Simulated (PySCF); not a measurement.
# C5H2F3NS: the cost of one run

Programs: PySCF 2.14.0, with density-fitted response routines of our own. Each step states its level of theory. These are calculated values for one molecule, in the gas phase or a continuum, unless marked as measured. Atoms are numbered from 0 throughout.

## Step 1: The starting structure

12 atoms, charge 0, multiplicity 1; geometry from: GFN2-xTB. The atoms were then displaced at random by about 0.01 Å, so the start is not that level's minimum.

Bonds of the start (Å): F0–C1 1.35, C1–F2 1.33, C1–C3 1.31, C3–F4 1.33, C3–C5 1.48, C5–C6 1.42, C6–N7 1.30, N7–S8 1.64, S8–C9 1.70, C9–C5 1.37, C6–H10 1.06, C9–H11 1.07.

## Step 2: Relaxing the molecule at PBE0-D3(BJ)/def2-SVP

What the job is given:

```
{"job": {"xc": "PBE0", "basis": "def2-SVP", "d3": "d3bj", "grid": 1, "shake": 0.01, "kind": "geom"}, "charge": 0, "multiplicity": 1}
F      3.323180    -0.174150     0.500680
C      2.028860    -0.426360     0.232240
F      1.884650    -1.663610    -0.228580
C      1.053350     0.433010     0.399360
F      1.323510     1.651610     0.864040
C     -0.386660     0.203400     0.136220
C     -0.969020    -0.994360    -0.359410
N     -2.253730    -0.945430    -0.518530
S     -2.882280     0.502390    -0.062540
C     -1.367730     1.141540     0.354270
H     -0.466940    -1.900930    -0.603190
H     -1.247510     2.144620     0.717700
```

Run with:

```console
> OMP_NUM_THREADS=1 python probes_run.py task.json out
```

One launch serves the whole session: the jobs run in the order shown.

Q: Estimate the wall time and peak memory of this first job on 1 thread of Arm Neoverse N1, shared host.

About 4 min, with a peak of 0.61 GiB.
